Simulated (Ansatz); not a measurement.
# Ge2H7PS: the cost of one run

Computed with Ansatz 0.2.0, driven from Python. Level of theory: CAM-B3LYP/def2-SVPD.

### 1 Starting point

Bond lengths: P1–Ge2 2.286 Å, Ge2–S3 2.223 Å, S3–Ge4 2.222 Å, P1–H5 1.452 Å, P1–H6 1.453 Å, Ge2–H7 1.550 Å, Ge2–H8 1.550 Å, Ge4–H9 1.550 Å, Ge4–H10 1.550 Å, Ge4–H11 1.550 Å. Angles (14 of 16 angles, heavy atoms first): P1–Ge2–S3 110.1°, Ge2–S3–Ge4 92.8°, P1–Ge2–H7 108.9°, P1–Ge2–H8 109.8°, S3–Ge2–H7 108.9°, S3–Ge2–H8 110.2°, Ge2–P1–H5 93.9°, Ge2–P1–H6 93.7°, S3–Ge4–H9 109.7°, S3–Ge4–H10 109.9°, S3–Ge4–H11 109.2°, H7–Ge2–H8 109.0°, H5–P1–H6 94.0°, H9–Ge4–H10 109.9°.

The script holds or builds the structure itself.

### 2 Script

Contents of run_tae.py:

```python
from collections import Counter

import ansatz
from ase import Atoms


def single_point(molecule, charge=0, unpaired=0):
    calc = (
        molecule.calculation()
        .basis(gaussian="def2-SVPD")
        .functional("CAM-B3LYP")
    )
    if charge:
        calc = calc.charge(charge)
    if unpaired:
        calc = calc.spin("collinear", total=unpaired)
    report = calc.run(threads=1).report
    if report["published_state_doubts"]:
        print("  doubts:", report["published_state_doubts"])
    return report["free_energy_ev"]

atoms = Atoms(["P", "Ge", "S", "Ge", "H", "H", "H", "H", "H", "H", "H"], positions=[
    (1.7554, 1.3713, 0.4412),
    (1.073, -0.3912, -0.844),
    (-0.8594, 0.0893, -1.8323),
    (-1.9979, -0.0811, 0.0684),
    (0.883, 1.0287, 1.5503),
    (2.8964, 0.6548, 0.9841),
    (2.1413, -0.6601, -1.9342),
    (0.9234, -1.6569, 0.0384),
    (-1.6124, 1.083, 1.0157),
    (-1.6874, -1.4389, 0.7487),
    (-3.5154, 0.0011, -0.2364),
])
mol = ansatz.Crystal.molecule_from_ase(atoms)

unpaired = {"P": 3, "Ge": 2, "S": 2, "H": 1}
counts = Counter(site.symbol for site in mol.cartesian_sites)
atom_energy = {s: single_point(ansatz.Crystal.molecule().atom(s, (0, 0, 0)), 0, unpaired[s]) for s in counts}
whole = single_point(mol, 0, 0)
for s, e in atom_energy.items():
    print(f"{s:2s} x{counts[s]}  {e:14.5f} eV")
print(f"Ge2H7PS: {whole:.5f} eV")
split = sum(counts[s] * e for s, e in atom_energy.items()) - whole
print(f"atomisation energy (no zero-point term): {split:.3f} eV, {split / sum(counts.values()):.3f} eV an atom")
```

### 3 The calls as engine input

The engine receives this input (first run):

```yaml
crystal:
  periodic: [false, false, false]
  atoms:
    - { symbol: P, position_ang: [0.0, 0.0, 0.0] }
basis:
  gaussian:
    orbitals: def2-SVPD
hamiltonian:
  xc: cam_b3lyp
magnetization:
  spin_polarized: true
  initial_magnetization: 3.0
```

### 4 Running it

Run with:

```console
$ python run_tae.py
```

Q: Estimate wall time and peak memory on 1 thread of Arm Neoverse V1, shared host.

About 19 s, with a peak of 0.8 GiB.
